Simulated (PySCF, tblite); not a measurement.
# C₄H₇F₂NSi: geometry, infrared bands and NMR shifts

What infrared bands and NMR shifts should C₄H₇F₂NSi (`FC(F)C1=CCN1[SiH3]`) show?

Computed with tblite 0.8.0 and PySCF 2.14.0, with density-fitted response routines of our own, on a single molecule in the gas phase. Atoms count from 0, in the outputs and in this text.

## Step 1: Starting geometry

15 atoms, charge 0, multiplicity 1; geometry from: force field or distance geometry start.

Bonds of the start (Å): F0–C1 1.38, C1–F2 1.41, C1–C3 1.51, C3–C4 1.32, C4–C5 1.49, C5–N6 1.45, N6–Si7 1.80, N6–C3 1.43, C1–H8 1.09, C4–H9 1.08, C5–H10 1.10, C5–H11 1.10, Si7–H12 1.46, Si7–H13 1.46, Si7–H14 1.48.

## Step 2: Geometry optimisation with GFN2-xTB

Job settings and geometry (Å):

```
{"job": {"kind": "relax", "xc": "GFN2-xTB", "basis": "xTB"}, "charge": 0, "multiplicity": 1}
F     -2.036800    -1.275900    -1.130900
C     -1.996400    -0.488000    -0.003300
F     -1.786600    -1.368100     1.083200
C     -0.792700     0.417400     0.013200
C     -0.558100     1.710400     0.076700
C      0.913400     1.506900     0.033300
N      0.596300     0.096900    -0.018300
Si     1.582200    -1.402300    -0.086600
H     -2.924100     0.060600     0.123800
H     -1.226200     2.563500     0.118900
H      1.466100     1.822400     0.928300
H      1.403800     1.804700    -0.910800
H      1.056000    -2.208100    -1.178500
H      3.003600    -1.079700    -0.222300
H      1.295000    -2.152700     1.151500
```

Started as:

```console
OMP_NUM_THREADS=1 python probes_run.py task.json out
```

This one command runs all jobs of the session in turn.

**Question.** This job is followed by: GFN2-xTB harmonic vibrations, gas phase; GIAO PBE0/pcSseg-1 NMR shielding, non-relativistic, gas phase. Predict these results of the whole session: strongest single infrared mode (GFN2-xTB); zero-point energy (GFN2-xTB); 13C shifts against TMS (PBE0/pcSseg-1); 1H shifts against TMS (PBE0/pcSseg-1, means over atoms taken as alike); 19F shifts against CFCl3 (PBE0/pcSseg-1, means over atoms taken as alike); 15N shifts against NH3 (PBE0/pcSseg-1); 29Si shifts against TMS (PBE0/pcSseg-1).

**Answer**, as computed:

| quantity | value |
| --- | --- |
| strongest single infrared mode (GFN2-xTB) | 814 cm⁻¹, 358 km/mol |
| zero-point energy (GFN2-xTB) | 62.1 kcal/mol |
| 13C shifts against TMS (PBE0/pcSseg-1) | 154.8, 114.5, 113.5, 57.8 ppm |
| 1H shifts against TMS (PBE0/pcSseg-1, means over atoms taken as alike) | 6.47, 5.77, 4.85, 4.21 ppm |
| 19F shifts against CFCl3 (PBE0/pcSseg-1, means over atoms taken as alike) | -138.4 ppm |
| 15N shifts against NH3 (PBE0/pcSseg-1) | 79.8 ppm |
| 29Si shifts against TMS (PBE0/pcSseg-1) | -62.6 ppm |

What this shows: Over 31 steps the energy fell by 0.373 eV; of the close pairs, N6–Si7 changed most, 1.796 to 1.724 Å. The lowest mode is imaginary (42i cm⁻¹), so the xTB geometry is not a minimum. The strongest single mode, at 814 cm⁻¹, is carried by H12, H14, H13. GFN2-xTB is a fitted tight-binding method: band positions and strengths are rough. Its intensities can rank the bands wrongly. The most deshielded carbon is C3 (alkene carbon bearing nitrogen), at 154.8 ppm: an sp2 carbon further deshielded by the attached heteroatom. H8 (hydrogen on an allylic sp3 CH bonded to 2 F) lies farthest downfield among hydrogen, at 6.47 ppm; its carbon carries F, an electronegative neighbour. At PBE0/pcSseg-1: The widest tensor belongs to F0, F2: span 199 ppm, with a paramagnetic part of -164 ppm.
